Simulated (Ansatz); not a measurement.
**AsH₂+ (triplet): RPA-PBE over vertical gaps between states and displaced geometries, cc-pVDZ**

Aim: run AsH₂+ (triplet) with these functionals over vertical gaps between states and displaced geometries, and hold them against the top wave-function level at the same points.

Method: cc-pVDZ, all electrons in the functionals, frozen cores in the correlation of double hybrids and RPA; program: Ansatz 0.2.0, Gaussian basis.

To be run: RPA-PBE, at charge 1, triplet; charge 1, singlet; charge 1, quintet; displaced geometry v1; displaced geometry v2.

13 further runs of the same task are left out: 2 that didn't finish, 11 set aside as unsound or not needed.

### Step 1. The system

The geometry is a PBE0/def2-TZVP stationary point (not a proven minimum). No spin-orbit coupling is included. The filled d shell of As may be among the frozen orbitals whatever the setting's name suggests; the logs give the count.

3 atoms, charge 1, spin multiplicity 3.

Atoms are counted from 1 here; the program's logs count them from 0.

Bond lengths: As1–H2 1.511 Å, As1–H3 1.511 Å. Angles: H2–As1–H3 122.3°.

No dispersion term is added.

The geometry shown and the zero of energy belong to the point charge 1, triplet. The yardstick, FCI, and other wave-function levels (R restricted, U unrestricted, valence and pair active spaces) come from earlier runs.

### Step 2. RPA-PBE, charge 1, triplet

The input, in.yaml:

```yaml
crystal:
  periodic: [false, false, false]
  atoms:
    - {symbol: As, position_ang: [0.000000, -0.019098, 0.000000]}
    - {symbol: H, position_ang: [0.000000, 0.709797, -1.324011]}
    - {symbol: H, position_ang: [0.000000, 0.709797, 1.324011]}
basis:
  gaussian: {orbitals: cc-pVDZ}
total_charge: 1
magnetization: {spin_polarized: true, initial_magnetization: 2}
hamiltonian: {xc: {name: PBE}}
correlation: {method: rpa, electrons: outside_noble_gas}
```

Command:

```console
> ansatz run in.yaml --threads 1 --pin off --events-out ev --progress --plain --max-ram 2393MiB
```

The log of the run:

```text
Functional definition: PBE
  name "PBE"
  cite "Perdew, Burke & Ernzerhof, Phys. Rev. Lett. 77, 3865 (1996) doi:10.1103/PhysRevLett.77.3865"
  parent pbe
  parameter kappa = 0.804
  parameter beta = 0.06672455060314922
  exchange = pbe_x(kappa = kappa, mu = beta*pi^2/3)
  correlation = pbe_c(beta = beta)
415 factors; integrals over basis functions are off by at most 1.2e-3 eV
mean field evaluation 1: about -60851.8662 eV, gradient 7.7e0 eV
mean field evaluation 2: about -60851.8644 eV, gradient 7.7e0 eV
mean field evaluation 4: about -60852.3633 eV, gradient 5.6e-1 eV
mean field evaluation 8: about -60852.3647 eV, gradient 6.5e-3 eV
mean field -60852.36469211 eV, -2236.2831552208 hartree, gradient 7.1e-6 eV, S^2 2.001597; 0 other end points of the search recorded, 0 dependent functions left out
14 core orbitals not correlated: weight in the atoms' cores, before any rotation towards them, 0.999 or more for the frozen orbitals, at most 0.000 for the correlated occupied ones
reference -60816.18154984 eV, -2234.9534492682 hartree; 4, 2 occupied and 19, 21 virtual orbitals, 415 factors
Total energy: -60820.78116213 eV, -2235.1224819021 hartree
```

It took 1.5 s on 1 thread of Arm Neoverse N1, shared host.

From the report: ⟨S²⟩ of the determinant 2.002 (pure triplet: 2.00).

### Step 3. RPA-PBE, charge 1, singlet

Edit in.yaml of step 2 so:

```diff
@@ -9,3 +9,3 @@
 total_charge: 1
-magnetization: {spin_polarized: true, initial_magnetization: 2}
+magnetization: {spin_polarized: true, initial_magnetization: 0}
 hamiltonian: {xc: {name: PBE}}
```

Launched as before.

The log of the run, cut to the lines that bear on the results:

```text
Functional definition: PBE
  name "PBE"
  cite "Perdew, Burke & Ernzerhof, Phys. Rev. Lett. 77, 3865 (1996) doi:10.1103/PhysRevLett.77.3865"
  parent pbe
[...]
415 factors; integrals over basis functions are off by at most 1.2e-3 eV
[...]
mean field -60852.67562987 eV, -2236.2945819727 hartree, gradient 2.3e-6 eV, S^2 0.407998; 9 other end points of the search recorded, 0 dependent functions left out
14 core orbitals not correlated: weight in the atoms' cores, before any rotation towards them, 0.999 or more for the frozen orbitals, at most 0.000 for the correlated occupied ones
reference -60816.14473297 eV, -2234.9520962733 hartree; 3, 3 occupied and 20, 20 virtual orbitals, 415 factors
Total energy: -60821.16857228 eV, -2235.1367189624 hartree
```

It took 4.6 s on 1 thread of Arm Neoverse N1, shared host.

From the report: ⟨S²⟩ of the determinant 0.408 (pure singlet: 0.00).

From charge 1, triplet: -37.4 kJ/mol.

### Step 4. RPA-PBE, charge 1, quintet

Edit in.yaml of step 3 so:

```diff
@@ -9,3 +9,3 @@
 total_charge: 1
-magnetization: {spin_polarized: true, initial_magnetization: 0}
+magnetization: {spin_polarized: true, initial_magnetization: 4}
 hamiltonian: {xc: {name: PBE}}
```

Launched as before.

The log of the run, cut to the lines that bear on the results:

```text
Functional definition: PBE
  name "PBE"
  cite "Perdew, Burke & Ernzerhof, Phys. Rev. Lett. 77, 3865 (1996) doi:10.1103/PhysRevLett.77.3865"
  parent pbe
[...]
415 factors; integrals over basis functions are off by at most 1.2e-3 eV
[...]
mean field -60844.25685557 eV, -2235.9851977237 hartree, gradient 1.5e-6 eV, S^2 6.001241; 0 other end points of the search recorded, 0 dependent functions left out
14 core orbitals not correlated: weight in the atoms' cores, before any rotation towards them, 0.999 or more for the frozen orbitals, at most 0.000 for the correlated occupied ones
reference -60808.44856073 eV, -2234.6692671598 hartree; 5, 1 occupied and 18, 22 virtual orbitals, 415 factors
Total energy: -60812.44620387 eV, -2234.8161778356 hartree
```

It took 1.5 s on 1 thread of Arm Neoverse N1, shared host.

From the report: ⟨S²⟩ of the determinant 6.001 (pure quintet: 6.00).

From charge 1, triplet: +804.2 kJ/mol.

### Step 5. RPA-PBE, displaced geometry v1

The input, in.yaml:

```yaml
crystal:
  periodic: [false, false, false]
  atoms:
    - {symbol: As, position_ang: [-0.000607, -0.019452, 0.000850]}
    - {symbol: H, position_ang: [-0.001440, 0.693300, -1.334314]}
    - {symbol: H, position_ang: [0.046524, 0.752610, 1.271095]}
basis:
  gaussian: {orbitals: cc-pVDZ}
total_charge: 1
magnetization: {spin_polarized: true, initial_magnetization: 2}
hamiltonian: {xc: {name: PBE}}
correlation: {method: rpa, electrons: outside_noble_gas}
```

Launched as before.

The log of the run:

```text
Functional definition: PBE
  name "PBE"
  cite "Perdew, Burke & Ernzerhof, Phys. Rev. Lett. 77, 3865 (1996) doi:10.1103/PhysRevLett.77.3865"
  parent pbe
  parameter kappa = 0.804
  parameter beta = 0.06672455060314922
  exchange = pbe_x(kappa = kappa, mu = beta*pi^2/3)
  correlation = pbe_c(beta = beta)
415 factors; integrals over basis functions are off by at most 1.2e-3 eV
mean field evaluation 1: about -60851.8322 eV, gradient 7.9e0 eV
mean field evaluation 2: about -60851.8305 eV, gradient 7.9e0 eV
mean field evaluation 4: about -60852.3466 eV, gradient 5.5e-1 eV
mean field evaluation 8: about -60852.3481 eV, gradient 6.1e-3 eV
mean field -60852.34813812 eV, -2236.2825468728 hartree, gradient 7.8e-6 eV, S^2 2.001592; 0 other end points of the search recorded, 0 dependent functions left out
14 core orbitals not correlated: weight in the atoms' cores, before any rotation towards them, 0.999 or more for the frozen orbitals, at most 0.000 for the correlated occupied ones
reference -60816.18593290 eV, -2234.9536103429 hartree; 4, 2 occupied and 19, 21 virtual orbitals, 415 factors
Total energy: -60820.77147091 eV, -2235.1221257564 hartree
```

It took 1.5 s on 1 thread of Arm Neoverse N1, shared host.

From the report: ⟨S²⟩ of the determinant 2.002 (pure triplet: 2.00).

From charge 1, triplet: +0.9 kJ/mol.

### Step 6. RPA-PBE, displaced geometry v2

The input, in.yaml:

```yaml
crystal:
  periodic: [false, false, false]
  atoms:
    - {symbol: As, position_ang: [0.003316, -0.018893, -0.000197]}
    - {symbol: H, position_ang: [-0.161558, 0.718376, -1.312614]}
    - {symbol: H, position_ang: [-0.084938, 0.685952, 1.327228]}
basis:
  gaussian: {orbitals: cc-pVDZ}
total_charge: 1
magnetization: {spin_polarized: true, initial_magnetization: 2}
hamiltonian: {xc: {name: PBE}}
correlation: {method: rpa, electrons: outside_noble_gas}
```

The command is unchanged.

The log of the run:

```text
Functional definition: PBE
  name "PBE"
  cite "Perdew, Burke & Ernzerhof, Phys. Rev. Lett. 77, 3865 (1996) doi:10.1103/PhysRevLett.77.3865"
  parent pbe
  parameter kappa = 0.804
  parameter beta = 0.06672455060314922
  exchange = pbe_x(kappa = kappa, mu = beta*pi^2/3)
  correlation = pbe_c(beta = beta)
416 factors; integrals over basis functions are off by at most 1.2e-3 eV
mean field evaluation 1: about -60851.8623 eV, gradient 7.7e0 eV
mean field evaluation 2: about -60851.8606 eV, gradient 7.7e0 eV
mean field evaluation 4: about -60852.3616 eV, gradient 5.6e-1 eV
mean field evaluation 8: about -60852.3630 eV, gradient 7.9e-3 eV
mean field -60852.36298134 eV, -2236.2830923511 hartree, gradient 4.6e-6 eV, S^2 2.001595; 0 other end points of the search recorded, 0 dependent functions left out
14 core orbitals not correlated: weight in the atoms' cores, before any rotation towards them, 0.999 or more for the frozen orbitals, at most 0.000 for the correlated occupied ones
reference -60816.18270185 eV, -2234.9534916037 hartree; 4, 2 occupied and 19, 21 virtual orbitals, 416 factors
Total energy: -60820.78049007 eV, -2235.1224572043 hartree
```

It took 1.4 s on 1 thread of Arm Neoverse N1, shared host.

From the report: ⟨S²⟩ of the determinant 2.002 (pure triplet: 2.00).

From charge 1, triplet: +0.1 kJ/mol.

### Step 7. The comparison

The yardstick is full CI for this spin, exact in this basis with these frozen cores. It comes from earlier runs at the same points. Energies in kJ/mol, counted from charge 1, triplet; blanks weren't run or aren't comparable.

```
  level  triplet to singlet  triplet to quintet  displacement v1  displacement v2
    FCI               -26.7               794.0              0.7              0.0
RPA-PBE               -37.4               804.2              0.9              0.1
```

Largest miss and mean time a point (FCI took 7.2 s a point; shared hosts):

```
  level  largest miss (kJ/mol)               where  time a point
RPA-PBE                  -10.7  triplet to singlet         2.1 s
```

### Step 8. Outcome

```
               quantity                              value
triplet to singlet, FCI                       -26.7 kJ/mol
triplet to quintet, FCI                       794.0 kJ/mol
   displacement v1, FCI                         0.7 kJ/mol
   displacement v2, FCI                         0.0 kJ/mol
  largest miss, RPA-PBE  -10.7 kJ/mol (triplet to singlet)
```

**Reading.** RPA-PBE strays by up to 10.7 kJ/mol, at triplet to singlet. RPA-PBE clearly breaks the spin symmetry at some points (⟨S²⟩ up to 0.41 above the pure value), so energy there is bought with a mixed spin. Functionals and the yardstick converge differently with the basis, so part of each miss in cc-pVDZ is the basis.
